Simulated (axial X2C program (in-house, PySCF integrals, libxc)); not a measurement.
# ZrBr⁻: properties at the nuclei

Wanted for ZrBr⁻: properties at the nuclei, at the two-component level.

Computed with an in-house X2C program for linear molecules on PySCF integrals. Level: two-component X2C with atomic mean-field terms, Zr dyall-acv3z, Br dyall-acv3z.

All values are calculated.

## 1. Input

Input file task.json:

```json
{
 "zs": [
  40,
  35
 ],
 "q": -1,
 "bas": [
  "dyall-acv3z",
  "dyall-acv3z"
 ],
 "r0": 2.68,
 "levels": [
  "PBE0",
  "HF",
  "LDA",
  "BP86",
  "TPSSh"
 ],
 "nst": 3
}
```

Keys: zs atomic numbers; q charge; bas basis sets; r0 starting distance in Å; levels methods (HF also brings MP2); nst determinants followed.

Run with:

```
python soeom.py task.json out
```

After this run come: Expectation values, lowest determinant; Expectation values, a higher determinant; Expectation values, a higher determinant.

Before running it: what results should come out? Wanted: lowest determinant; Eeff magnitude; Ws magnitude Zr; A∥/gI Zr; qzz Zr; higher determinant (for each run or level that gives them).

As calculated:

| quantity | value |
| --- | --- |
| lowest determinant | Ω = 1 (excess of +ω over −ω: ω = -3/2, ω = 5/2) |
| Eeff magnitude (GV/cm), PBE0 | 1.78 |
| Ws magnitude Zr (kHz), PBE0 | 0.713 |
| A∥/gI Zr (MHz), PBE0 | 117 |
| qzz Zr (a.u.), PBE0 | 0.68 |
| higher determinant | Ω = 2 (excess of +ω over −ω: ω = 1/2, ω = 3/2) |
| Eeff magnitude (GV/cm), PBE0, higher determinant | 0.833 |
| Ws magnitude Zr (kHz), PBE0, higher determinant | 0.131 |
| A∥/gI Zr (MHz), PBE0, higher determinant | 249 |
| qzz Zr (a.u.), PBE0, higher determinant | -0.99 |
| higher determinant | Ω = 4 (excess of +ω over −ω: ω = 3/2, ω = 5/2) |
| Eeff magnitude (GV/cm), PBE0, higher determinant | 0.815 |
| Ws magnitude Zr (kHz), PBE0, higher determinant | 0.057 |
| A∥/gI Zr (MHz), PBE0, higher determinant | 186 |
| qzz Zr (a.u.), PBE0, higher determinant | -0.99 |

In words: In the first state, the effective field runs from 1.47 to 3.03 GV/cm over the mean-field levels, so the levels don't agree on it. The expectation values come from single determinants, which for open shells can mix terms of unlike spin or miss the lowest Ω, so a determinant need not be a state. Eeff is the effective electric field on the electron dipole moment in this Ω state and Ws the scalar–pseudoscalar constant (defined with the proton number Z and per Ω); A∥ is the parallel hyperfine constant, which follows by multiplying with the nuclear g factor gI = μI/(I μN); qzz is the electric field gradient, eQq0 = 234.96 MHz × Q/barn × qzz. The operators were transformed with the bare-nucleus X2C matrices. A second determinant lies within 0.1 eV of the first.
